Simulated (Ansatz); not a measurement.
**RbTi: response to a displaced atom**

Aim: deform RbTi (atom 2 (Ti) moved by (0.000, 0.000, 0.030) Å) and compute stress, forces and field gradients with LAPW, PAW and all-electron datasets made for the crystal.

Method: DFT PBEsol, scalar-relativistic, in Ansatz 0.2.0.

2 further runs of the same task are left out: 1 that didn't finish, 1 set aside as unsound or not needed.

## (1) Starting point

Symmetry: Pm-3m, No. 221, cubic system. The conventional cell has a = 4.006 Å, b = 4.006 Å, c = 4.006 Å, α = 90.00°, β = 90.00°, γ = 90.00°. Rb (site symmetry m-3m) has 8 Ti at 3.47 Å as nearest neighbours. Ti (site symmetry m-3m) has 8 Rb at 3.47 Å as nearest neighbours.

Structure file:

```
CELL_PARAMETERS angstrom
4.00638 0.00000 0.00000
0.00000 4.00638 0.00000
0.00000 0.00000 4.00638
ATOMIC_POSITIONS crystal
Rb 0.00000 0.00000 0.00000
Ti 0.50000 0.50000 0.50000
```

Atoms are numbered in the order of the input: Rb1, Ti2.

## (2) After the deformation

Space group Pm-3m before, P4mm after.

## (3) All-electron LAPW

The input, input.yaml:

```yaml
crystal:
  lattice:
    - [4.0063785807, 0.0, 0.0]
    - [0.0, 4.0063785807, 0.0]
    - [0.0, 0.0, 4.0063785807]
  atoms:
    - { symbol: Rb, position: [0.0, 0.0, 0.0] }
    - { symbol: Ti, position: [0.5, 0.5, 0.5074880592] }
kpoints:
  mp_grid: { grid: [10, 10, 10] }
scf:
  occupations: { method: fermi_dirac, width: 0.03 }
hamiltonian:
  xc: pbesol
  pseudopotentials: { kind: all_electron, lapw: { basis_error: 0.0005 } }
output:
  forces: true
  stress: true
  eigenvalues: true
```

Command:

```sh
ansatz run input.yaml --threads 1 --pin off --max-ram 2048MiB --backend cpu --events-out ev --progress --plain --runs-dir out
```

## (4) PAW on the default files

Changes to input.yaml since step 3:

```diff
@@ -14,3 +14,3 @@
   xc: pbesol
-  pseudopotentials: { kind: all_electron, lapw: { basis_error: 0.0005 } }
+  pseudopotentials: { kind: paw }
 output:
@@ -19 +19,2 @@
   eigenvalues: true
+  efg: { contact_densities: true }
```

## (5) Datasets made for this crystal

Changes to input.yaml since step 4:

```diff
@@ -14,3 +14,3 @@
   xc: pbesol
-  pseudopotentials: { kind: paw }
+  pseudopotentials: { kind: all_electron, datasets: crystal }
 output:
```

(Steps that only read results are left out.)

Before running it: what results should come out? Wanted: pressure; largest shear or deviatoric stress; force on Ti2 along the move.

As calculated:

```
                                 quantity                                           value
                                 pressure  LAPW 0.04, PAW 0.04, crystal datasets 0.04 GPa
largest shear or deviatoric stress (LAPW)                                        0.01 GPa
              force on Ti2 along the move                                     -0.056 eV/Å
```

Ti2 feels a force against its move, a stiffness of 1.86 eV/Å² with all periodic images moving together. No run of the undeformed cell stands beside it, so the pressure holds what the given cell had before the change. PAW: stress within 0.01 GPa of LAPW, forces within 1 meV/Å. Crystal datasets: stress within 0.01 GPa of LAPW, forces within 1 meV/Å.
